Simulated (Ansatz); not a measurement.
Working through a band structure of YSe, space group Fm-3m

Computed with Ansatz's Python interface.

The cells in order, each with its output:

**Cell 1**
```python
from collections import Counter
import json
import warnings

import ansatz as az
import numpy as np
```

**Cell 2**
```python
warnings.simplefilter("ignore", az.DeckWarning)
```

**Cell 3**
```python
cell = (
    az.Lattice.of((0.0, 2.8515, 2.8515), (2.8515, 0.0, 2.8515), (2.8515, 2.8515, 0.0))
    .atom("Y", (0.5, 0.5, 0.5))
    .atom("Se", (0.0, 0.0, 0.0))
)
```

**Cell 4**
```python
# vertices of the path, as fractions of the reciprocal vectors
path = [
    ("K", (0.375, 0.375, 0.75)),
    ("G", (0.0, 0.0, 0.0)),
    ("L", (0.5, 0.5, 0.5)),
    ("W", (0.5, 0.25, 0.75)),
    ("X", (0.5, 0.0, 0.5)),
]
job = (
    cell.calculation()
    .functional("lda")
    .mixing("broyden", ndim=12, beta=0.4)
    .basis(16 * az.Ha, density_ratio=6)
    .kpoints(length=12)
    .scf(tolerance=1e-06)
    .occupations("fermi_dirac", width=0.1)
    .band_structure([point for _, point in path], intervals=10)
    .scf(extra_bands=6)
    .density_of_states(energy_step=0.05, projected=True)
)
result = job.run(events_out="events.ndjson")
r = result.report
```

**Cell 5**
```python
result.unlabelled_reasons
```
Output:
```text
['no_forces']
```

**Cell 6**
```python
with open("events.ndjson") as stream:
    kinds = Counter(json.loads(line)["event"] for line in stream)
print("events:", {kind: kinds[kind] for kind in ("scf_iter", "scf_done", "notice", "finished")})
```
Output:
```text
events: {'scf_iter': 5, 'scf_done': 1, 'notice': 2, 'finished': 1}
```

**Cell 7**
```python
print(f"free energy      {r['free_energy_ev']:.5f} eV")
print(f"per atom         {r['free_energy_ev'] / len(result.lattice.sites):.5f} eV")
print(f"SCF iterations   {r['n_iterations']}  (converged: {r['converged']})")
```
Output:
```text
free energy      -9132.66892 eV
per atom         -4566.33446 eV
SCF iterations   5  (converged: True)
```

**Cell 8**
```python
# first and second moments of the projected d states
dos = result.density_of_states()
energy = np.asarray(dos.energies_ev) - dos.fermi_ev
window = (energy > -12) & (energy < 3)
for index, site in enumerate(result.projected_density_of_states().sites):
    for shell in site.shells:
        if shell.l == 2:
            g = sum(np.sum(part.g_bin_mean_per_ev, axis=0) for part in shell.curves)[window]
            if g.sum() > 1e-6:
                centre = (g * energy[window]).sum() / g.sum()
                width = np.sqrt((g * (energy[window] - centre) ** 2).sum() / g.sum())
                print(f"site {index} {site.species} {shell.label}: centre {centre:.3f} eV, rms width {width:.3f} eV")

bands = result.band_structure()
fermi = bands.fermi_energy_ev
print(f"zero of the bands: {fermi:.3f} eV, the Fermi level found on the SCF mesh")
for spin, channel in enumerate(bands.channels):
    print("channel", spin, "- computed levels within 4 eV of the Fermi level")
    for i, (label, _) in enumerate(path):
        levels = channel.eigenvalues_ev[i * 10] - fermi
        print(f"  {label:3s}", " ".join(f"{e:7.3f}" for e in levels if abs(e) < 4))
```
Output:
```text
site 0 Y 4D: centre 0.552 eV, rms width 2.621 eV
site 1 Se 3D: centre -0.286 eV, rms width 2.597 eV
zero of the bands: 12.542 eV, the Fermi level found on the SCF mesh
channel 0 - computed levels within 4 eV of the Fermi level
  K    -0.344   2.817   2.909   3.112   3.495
  G    -2.763  -2.763  -2.763  -0.031  -0.031  -0.031   0.767   0.767   0.956
  L     1.983   2.507   2.507   2.598
  W     1.040   1.040   2.519   3.146   3.421
  X    -3.631  -3.631  -1.980   1.887   2.709   3.410   3.410   3.680
```

Reading the output:
- These settings explore the input space; cutoff and mesh may be short of convergence.
- For a metal this mesh is far too coarse, so the numbers only illustrate the procedure.
- Projections exist only for the shells that the potentials hold, some of them semicore, and samples at single energies can miss narrow peaks.
- The structure is a deposited one; some such entries were measured under pressure or heat, so a shift against it needn't be the functional's error alone.
- Gaps and levels are Kohn-Sham values on a finite set of k-points, without spin-orbit coupling.
- The computed bands are complete only to about 6.2 eV above the Fermi level; beyond that the density of states is undercounted.
- A band centre counts only the states inside the window taken.
- Run time: 1.5 s on 1 thread of Arm Neoverse V2, on a shared host, peak memory 0.36 GiB.

(Lines on the test bed's own set-up are left out of the output.)
